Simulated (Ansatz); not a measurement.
# HfN: the cost of one run

The runs use Ansatz 0.2.0, Gaussian basis; def2-QZVPP, core rule «outside noble gas», up to 5 orbitals frozen.

The runs, in order: UHF; ROHF; CCSD(T) on UHF.

2 further runs of the same task are left out: 2 set aside as unsound or not needed.

**1. The geometry**

The geometry is a PBE0/def2-TZVP stationary point (not a proven minimum). No spin-orbit coupling is included. Elements past krypton take def2 core potentials.

2 atoms, charge 0, spin multiplicity 2.

Atoms are counted from 1 here; the program's logs count them from 0.

Bond lengths: Hf1–N2 1.717 Å.

**2. UHF**

The input, in.yaml:

```yaml
crystal:
  periodic: [false, false, false]
  atoms:
    - {symbol: Hf, position_ang: [0.000000, 0.000000, 0.000000]}
    - {symbol: N, position_ang: [0.000000, 0.000000, 1.716545]}
basis:
  gaussian: {orbitals: "def2-QZVPP.json"}
magnetization: {spin_polarized: true, initial_magnetization: 1}
hamiltonian: {xc: hf}
output: {orbitals: {seedname: orbitals}}
```

On the command line:

```console
ansatz run in.yaml --threads 1 --pin off --events-out ev --progress --plain --max-ram 4096MiB --backend cpu
```

What time and memory should one allow on 1 thread of AMD EPYC 7R13, shared host?

About 25 s, with a peak of 0.3 GiB.
